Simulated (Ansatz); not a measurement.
# ClFHInSe: a ladder of functionals and wavefunction methods

One table from this session's results is given with a row withheld; the runs are named, their logs left out.

The runs use Ansatz 0.2.0, Gaussian basis; functionals in def2-TZVPP, the program's frozen cores in correlated methods.

The runs, in order: LDA (SPW92), PBE-D4, revPBE-D4, BLYP-D4, r2SCAN-D4, B97M-V, PBE0-D4, B3LYP-D4, r2SCANh-D4, r2SCAN0-D4, HSE06-D4, BHLYP-D4, CAM-B3LYP-D4, LC-ωPBE, ωB97X-V, ωB97M-V, B2PLYP, PBE-QIDH; CCSD(T)/def2-SVP; CCSD(T)/def2-TZVPP; MP2/def2-QZVPP; extrapolation to the limit; RPA on PBE.

**Structure used throughout**

The geometry comes from an earlier relaxation with PBE0-D4 in a triple-zeta def2 set; it is a stationary point. In takes the def2 core potential; no spin-orbit term is included.

SMILES `[F][In]([Cl])[SeH]`, 5 atoms, charge 0, spin multiplicity 1.

Atoms are counted from 1 here; the program's logs count them from 0.

Bond lengths: F1–In2 1.938 Å, In2–Cl3 2.300 Å, In2–Se4 2.466 Å, Se4–H5 1.471 Å. Angles: F1–In2–Cl3 114.2°, F1–In2–Se4 118.7°, Cl3–In2–Se4 127.0°, In2–Se4–H5 89.7°.

Coordinates:

```
F    -0.92566   -0.78660    1.63336
In    0.36122   -0.41772    0.23170
Cl    2.28594   -1.66955    0.36410
Se   -0.18951    1.28393   -1.46644
H    -1.48209    1.51624   -0.80412
```

Set-up of the first run:

File in.yaml:

```yaml
crystal:
  periodic: [false, false, false]
  atoms:
    - {symbol: F, position_ang: [-0.925662, -0.786602, 1.633365]}
    - {symbol: In, position_ang: [0.361219, -0.417717, 0.231695]}
    - {symbol: Cl, position_ang: [2.285939, -1.669551, 0.364102]}
    - {symbol: Se, position_ang: [-0.189505, 1.283928, -1.466444]}
    - {symbol: H, position_ang: [-1.482094, 1.516242, -0.804119]}
basis:
  gaussian: {orbitals: def2-TZVPP}
hamiltonian: {xc: lda}
output: {orbitals: {seedname: orbitals}}
```

Steps of the session up to this table: LDA; PBE-D4 (GGA); revPBE-D4 (GGA); BLYP-D4 (GGA); r2SCAN-D4 (meta-GGA); B97M-V (meta-GGA); PBE0-D4 (hybrid); B3LYP-D4 (hybrid); r2SCANh-D4 (hybrid); r2SCAN0-D4 (hybrid); HSE06-D4 (hybrid); BHLYP-D4 (hybrid); CAM-B3LYP-D4 (range-separated); LC-ωPBE-D4 (range-separated; the results give it without D4); ωB97X-V (range-separated); ωB97M-V (range-separated); B2PLYP (double hybrid); PBE-QIDH (double hybrid).

One table of the session follows, with a row left open; its other results are not shown here.

It belongs to the step «Orbital energies across the functionals». 

| functional | HOMO (eV) | LUMO (eV) | gap (eV) |
| --- | --- | --- | --- |
| LDA (SPW92) | -7.04 | -3.75 | 3.29 |
| PBE-D4 | -6.85 | -3.41 | 3.44 |
| revPBE-D4 | ? | ? | ? |
| BLYP-D4 | -6.69 | -3.37 | 3.32 |
| r2SCAN-D4 | -7.15 | -3.23 | 3.92 |
| B97M-V | -7.18 | -3.23 | 3.95 |
| PBE0-D4 | -8.02 | -2.57 | 5.45 |
| B3LYP-D4 | -7.78 | -2.88 | 4.90 |
| r2SCANh-D4 | -7.58 | -2.92 | 4.65 |
| r2SCAN0-D4 | -8.22 | -2.46 | 5.75 |
| HSE06-D4 | -7.62 | -2.94 | 4.68 |
| BHLYP-D4 | -9.02 | -1.72 | 7.29 |
| CAM-B3LYP-D4 | -9.30 | -1.65 | 7.65 |
| LC-ωPBE | -10.65 | -0.38 | 10.27 |
| ωB97X-V | -10.30 | -0.53 | 9.77 |
| ωB97M-V | -10.16 | -0.66 | 9.50 |

**Question.** Estimate the row for revPBE-D4.

The run gave: HOMO (eV): -6.79; LUMO (eV): -3.29; gap (eV): 3.50. In the column «HOMO (eV)» it lies between PBE-D4 (-6.85) and BLYP-D4 (-6.69).
